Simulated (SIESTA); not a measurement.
ZnRe:

```
CELL_PARAMETERS angstrom
2.74822 0.00000 0.00000
-1.37411 2.38003 0.00000
0.00000 0.00000 4.49407
ATOMIC_POSITIONS crystal
Re 0.33333 0.66667 0.50000
Zn 0.00000 0.00000 0.00000
```

The cell comes from a database or a generator and needn't be the stable form of this composition.

Base run:

```yaml
Program: SIESTA 5.4.2
Functional: BLYP
Potentials_or_basis: PseudoDojo 0.4 standard (PBE files)
Basis: DZP (energy shift 0.003 Ry; two zetas on semicore shells)
Grid_cutoff: 800 Ry
Energy_shift: 0.003 Ry
k_mesh: 11 × 11 × 6
Occupations: fermi-dirac, width 0.05 eV
Spin: no spin polarisation
```

Its results: band gap on the k mesh none (metal or under the smearing width); pressure 6.8 GPa.

Problem. The run is repeated on the same cell with these changes: functional from BLYP to PBE. What comes out?

Solution. Band gap on the k mesh none (metal or under the smearing width); pressure -1.1 GPa.

PBE binds more tightly than BLYP, so the same cell stands under less pressure.

Caveats: short orbitals over semicore shells can move pressures by several GPa; the valence orbitals were made in a potential fitted to the semicore shell under them, which widens gaps by tenths of an eV or more; spin-orbit coupling is left out, which moves the levels of the heavy elements; the basis of atomic orbitals isn't converged, which shifts pressures, moduli and gaps; the potentials were made for another functional, which shifts forces and pressure (some runs).
